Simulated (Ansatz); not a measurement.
# BH4OSb: basis-set convergence

The task here is to estimate one member of a computed series from the others.

Method: one geometry, several basis sets; program: Ansatz 0.2.0, Gaussian basis.

Levels to be run: PBE0-D4/def2-SVP; ωB97M-V/def2-SVP; PBE0-D4/def2-QZVPP; ωB97M-V/def2-QZVPP; the functionals' def2-TZVPP values are taken from earlier runs.

## The geometry

All runs share one geometry, relaxed beforehand with PBE0-D4 in a triple-zeta def2 set. Sb takes the def2 core potential; no spin-orbit term is included.

SMILES `O[BH][SbH2]`, 7 atoms, charge 0, spin multiplicity 1.

Atoms are counted from 1 here; the program's logs count them from 0.

Bond lengths: O1–B2 1.345 Å, O1–H4 0.961 Å, B2–Sb3 2.265 Å, B2–H5 1.198 Å, Sb3–H6 1.714 Å, Sb3–H7 1.706 Å. Angles: B2–O1–H4 114.4°, O1–B2–Sb3 123.9°, O1–B2–H5 116.5°, Sb3–B2–H5 119.5°, B2–Sb3–H6 92.9°, B2–Sb3–H7 90.6°, H6–Sb3–H7 92.3°.

Geometry (Å):

```xyz
7

O    -1.3367   -0.7750   -0.7004
B    -0.0072   -0.5740   -0.7320
Sb    1.0268    1.1886    0.2451
H    -1.8220   -0.1394   -0.1669
H     0.6384   -1.3621   -1.3629
H    -0.2645    1.4513    1.3411
H     1.8263    0.1425    1.3305
```

Set-up of the first run:

Input file in.yaml:

```yaml
crystal:
  periodic: [false, false, false]
  atoms:
    - {symbol: O, position_ang: [-1.336696, -0.774966, -0.700393]}
    - {symbol: B, position_ang: [-0.007208, -0.574008, -0.731999]}
    - {symbol: Sb, position_ang: [1.026839, 1.188583, 0.245071]}
    - {symbol: H, position_ang: [-1.822037, -0.139381, -0.166934]}
    - {symbol: H, position_ang: [0.638432, -1.362120, -1.362943]}
    - {symbol: H, position_ang: [-0.264477, 1.451274, 1.341111]}
    - {symbol: H, position_ang: [1.826348, 0.142519, 1.330487]}
basis:
  gaussian: {orbitals: def2-SVP}
hamiltonian: {xc: pbe0, dispersion: d4}
output: {orbitals: {seedname: orbitals}}
```

Started as:

```bash
$ ansatz run in.yaml --threads 2 --pin off --events-out ev --progress --plain --max-ram 4352MiB
```

Among the steps run: PBE0-D4 in def2-SVP; ωB97M-V in def2-SVP; PBE0-D4 in def2-QZVPP; ωB97M-V in def2-QZVPP.

One of the session's tables, all rows but one given; the rest of the session is left out.

It belongs to the step «Density functionals: the series». 

```
functional       basis  HOMO (eV)
   PBE0-D4    def2-SVP      -6.87
   PBE0-D4  def2-TZVPP      -6.95
   PBE0-D4  def2-QZVPP      -6.97
   ωB97M-V    def2-SVP          ?
   ωB97M-V  def2-TZVPP      -9.00
   ωB97M-V  def2-QZVPP      -9.02
```

Estimate the missing values for ωB97M-V, def2-SVP.

As computed: HOMO (eV): -8.89. In the column «HOMO (eV)» it lies between ωB97M-V, def2-TZVPP (-9.00) and PBE0-D4, def2-QZVPP (-6.97).
